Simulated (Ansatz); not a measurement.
# In2SbN3: the cost of one run

Method: DFT PBE, scalar-relativistic, plane waves, PAW, unless a step names another level, in Ansatz 0.2.0.

11 further runs of the same task are left out: 5 that didn't finish, 6 set aside as unsound or not needed.

## (1) What the formula suggests

Pauling electronegativities: In 1.78, Sb 2.05, N 3.04 (spread 1.26). The formula balances with common oxidation states: Sb +3, In +3, N -3. Tabulated atomic sizes suggest about 18 Å³/atom. 35 candidates were drawn, by swapping species into database cells of other compounds, at random by space group and Wyckoff sites, or by hand, as the table says:

```csv
name,made from,space group no.,Wyckoff sites,atoms (primitive cell),V (Å³/atom)
c01,random,191,In 2c; Sb 1b; N 3f,6,21.3
c02,random,156,"In 1b, 1a; Sb 1a; N 1b, 1b, 1c",6,20.4
c03,random,107,"In 4b; Sb 2a; N 4b, 2a",6,22.2
c04,database cell of Ce2CuGe3,187,"In 2i; Sb 1a; N 1b, 1c, 1d",6,17.9
c05,random,160,"In 3a, 3a; Sb 3a; N 9b",6,20.8
c06,database cell of GdB2Rh3,191,In 2c; Sb 1a; N 3g,6,17.6
c07,database cell of Li2HfO3,12,"In 4i; Sb 2a; N 4i, 2b",6,17.4
c08,database cell of Ce3SiS2,71,"In 4j; Sb 2d; N 2a, 4i",6,18.9
c09,random,191,"In 2d; Sb 1a; N 2e, 1b",6,20.4
c10,random,187,"In 1b, 1d; Sb 1f; N 1a, 2h",6,21.5
c11,random,166,In 6c; Sb 3a; N 9d,6,21.7
c12,random,123,"In 2e; Sb 1a; N 2h, 1b",6,20.3
c13,random,123,"In 2g; Sb 1d; N 1b, 2e",6,19.3
c14,random,38,"In 4e; Sb 2a; N 4c, 2a",6,21.8
c15,random,191,"In 2d; Sb 1a; N 1b, 2c",6,19.5
c16,random,1,"In 1a, 1a; Sb 1a; N 1a, 1a, 1a",6,22.2
c17,random,191,In 2d; Sb 1a; N 3f,6,22.9
c18,random,156,"In 1b, 1a; Sb 1b; N 1c, 1a, 1c",6,22.4
c19,database cell of Lu2Ga3Cu,156,"In 1c, 1c; Sb 1b; N 1a, 1a, 1b",6,17.9
c20,database cell of CaB2Rh3,191,In 2d; Sb 1b; N 3f,6,18.2
c21,database cell of NaCu3Te2,166,"In 6c; Sb 3b; N 3a, 6c",6,18.0
c22,random,123,"In 2f; Sb 1c; N 2g, 1d",6,19.4
c23,random,183,"In 2b; Sb 1a; N 2b, 1a",6,21.7
c24,database cell of Y2NiGe3,25,"In 1b, 1a; Sb 1d; N 1c, 1c, 1d",6,19.2
c25,database cell of V2O3F,38,"In 2a, 2b; Sb 2b; N 2b, 4d",6,18.5
c26,database cell of Ba2PdO3,71,"In 4i; Sb 2a; N 2d, 4i",6,16.8
c27,random,164,"In 2c; Sb 1b; N 1a, 2d",6,21.0
c28,database cell of Sr2Si3Ni,187,"In 2h; Sb 1e; N 1f, 1a, 1b",6,21.6
c29,database cell of Hf2Sb3Te,8,"In 2a, 2a; Sb 2a; N 2a, 2a, 2a",6,17.1
c30,random,65,"In 2c, 2b; Sb 2a; N 2d, 4l",6,22.2
c31,random,123,"In 2h; Sb 1d; N 1b, 1c, 1a",6,18.5
c32,random,1,"In 1a, 1a; Sb 1a; N 1a, 1a, 1a",6,18.7
c33,random,38,"In 4c; Sb 2a; N 4e, 2a",6,19.8
c34,database cell of CsAu3Se2,164,In 2d; Sb 1b; N 3e,6,19.6
c35,random,191,"In 2e; Sb 1b; N 2d, 1a",6,21.3
```

## (2) Screening run of c12

Contents of input.yaml:

```yaml
crystal:
  lattice:
    - [5.52215476, 0.0, 0.0]
    - [0.0, 5.52215476, 0.0]
    - [0.0, 0.0, 3.98974918]
  atoms:
    - { symbol: In, position: [0.0, 0.5, 0.5] }
    - { symbol: In, position: [0.5, 0.0, 0.5] }
    - { symbol: Sb, position: [0.0, 0.0, 0.0] }
    - { symbol: "N", position: [0.5, 0.5, 0.1781311] }
    - { symbol: "N", position: [0.5, 0.5, 0.8218689] }
    - { symbol: "N", position: [0.0, 0.0, 0.5] }
basis:
  ecutwfc: 420
kpoints:
  mp_grid: { grid: [2, 2, 3] }
hamiltonian:
  xc: pbe
scf:
  occupations: { method: gaussian, width: 0.15 }
  lower_state_search: "off"
output:
  forces: true
  stress: true
  eigenvalues: true
relax:
  adjacent_minimum: "off"
  f_tol: 0.08
  max_steps: 16
  cell: { stress_tol: 0.8 }
```

On the command line:

```sh
> ansatz run input.yaml --threads 1 --pin off --max-ram 2560MiB --backend cpu --events-out ev --progress --plain --runs-dir out
```

What time and memory should one allow on 1 thread of Arm Neoverse V2, shared host?

About 19 s, with a peak of 0.38 GiB.
